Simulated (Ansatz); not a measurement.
**C₃H₄F₄: small, medium and large basis sets**

The task here is to estimate one member of a computed series from the others.

Program: Ansatz 0.2.0, Gaussian basis. Level of theory: one geometry, several basis sets. These are calculated values, not measurements.

The runs, in order: PBE0-D4/def2-SVP; ωB97M-V/def2-SVP; PBE0-D4/def2-QZVPP; ωB97M-V/def2-QZVPP; the functionals' def2-TZVPP values are taken from earlier runs.

## Structure used throughout

The geometry comes from an earlier relaxation with PBE0-D4 in a triple-zeta def2 set; it is a stationary point, not always the lowest conformer.

SMILES `FCC(F)(F)CF`, 11 atoms, charge 0, spin multiplicity 1.

Atoms are counted from 1 here; the program's logs count them from 0.

Bond lengths: F1–C2 1.372 Å, C2–C3 1.513 Å, C2–H8 1.092 Å, C2–H9 1.093 Å, C3–F4 1.358 Å, C3–F5 1.358 Å, C3–C6 1.513 Å, C6–F7 1.372 Å, C6–H10 1.093 Å, C6–H11 1.092 Å. Angles: F1–C2–C3 109.5°, F1–C2–H8 109.3°, F1–C2–H9 109.4°, C3–C2–H8 109.3°, C3–C2–H9 108.8°, H8–C2–H9 110.5°, C2–C3–F4 110.0°, C2–C3–F5 107.0°, C2–C3–C6 115.2°, F4–C3–F5 107.4°, F4–C3–C6 107.0°, F5–C3–C6 110.0°, C3–C6–F7 109.5°, C3–C6–H10 108.8°, C3–C6–H11 109.3°, F7–C6–H10 109.4°, F7–C6–H11 109.3°, H10–C6–H11 110.5°.

The first run:

in.yaml reads:

```yaml
crystal:
  periodic: [false, false, false]
  atoms:
    - {symbol: F, position_ang: [1.831641, -0.798581, 0.095111]}
    - {symbol: C, position_ang: [1.063919, -0.037245, -0.749926]}
    - {symbol: C, position_ang: [-0.395263, -0.184060, -0.377196]}
    - {symbol: F, position_ang: [-0.799014, -1.465103, -0.575404]}
    - {symbol: F, position_ang: [-1.102740, 0.601673, -1.228947]}
    - {symbol: C, position_ang: [-0.733300, 0.168936, 1.054874]}
    - {symbol: F, position_ang: [-0.327584, 1.453119, 1.318274]}
    - {symbol: H, position_ang: [1.356909, 1.010465, -0.657909]}
    - {symbol: H, position_ang: [1.202332, -0.383961, -1.776776]}
    - {symbol: H, position_ang: [-1.814975, 0.095478, 1.190393]}
    - {symbol: H, position_ang: [-0.216625, -0.517818, 1.728204]}
basis:
  gaussian: {orbitals: def2-SVP}
hamiltonian: {xc: pbe0, dispersion: d4}
output: {orbitals: {seedname: orbitals}}
```

Command:

```console
> ansatz run in.yaml --threads 4 --pin off --events-out ev --progress --plain --max-ram 11315MiB
```

Among the steps run: PBE0-D4 in def2-SVP; ωB97M-V in def2-SVP; PBE0-D4 in def2-QZVPP; ωB97M-V in def2-QZVPP.

One of the session's tables, all rows but one given; the rest of the session is left out.

It belongs to the step «Density functionals: the series». 

| functional | basis | HOMO (eV) | LUMO (eV) |
| --- | --- | --- | --- |
| PBE0-D4 | def2-SVP | -9.43 | 1.92 |
| PBE0-D4 | def2-TZVPP | -9.59 | 1.33 |
| PBE0-D4 | def2-QZVPP | -9.64 | 0.86 |
| ωB97M-V | def2-SVP | ? | ? |
| ωB97M-V | def2-TZVPP | -11.99 | 2.95 |
| ωB97M-V | def2-QZVPP | -12.05 | 2.06 |

**Question.** Estimate the row for ωB97M-V, def2-SVP.

**Answer.** HOMO (eV): -11.81; LUMO (eV): 3.76. In the column «HOMO (eV)» it lies between ωB97M-V, def2-TZVPP (-11.99) and PBE0-D4, def2-QZVPP (-9.64).
